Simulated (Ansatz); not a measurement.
Input of an Ansatz 0.2.0 run:

The input input.yaml:

```yaml
crystal:
  lattice:
    - [2.8584044518, 0.0, 0.0]
    - [-1.4292022259, 2.4754508696, 0.0]
    - [0.0, 0.0, 6.532504]
  atoms:
    - { symbol: Pt, position: [0.6666666667, 0.3333333333, 0.316206] }
    - { symbol: Pt, position: [0.3333333333, 0.6666666667, 0.683794] }
    - { symbol: Mn, position: [0.0, 0.0, 0.0], spin: 4.0 }
hamiltonian:
  xc: pbe
  pseudopotentials: { kind: paw }
magnetization:
  spin_polarized: true
  initial_magnetization: 4.0
  spin_locking: { lock_magnetization: hard }
kpoints:
  mp_grid: { grid: [9, 9, 4] }
scf:
  occupations: { method: fermi_dirac, width: 0.05 }
  lower_state_search: "off"
output:
  forces: true
  stress: true
  eigenvalues: true
  write_density: true
  write_potential: true
  elf: true
  volumetric_format: npy
```

Potentials or basis: Ansatz PAW.

Launch:

```sh
$ ansatz run input.yaml --threads 2 --pin off --max-ram 5632MiB --backend cpu --events-out ev --progress --plain --runs-dir out
```

(1) Predict the pressure.

(2) What does it give for the largest force?

Results:

(1) -2.5 GPa.

(2) 0.052 eV/Å.

Caveat: the total moment is fixed, so each spin has its own Fermi level; the thresholds are loose for stress.
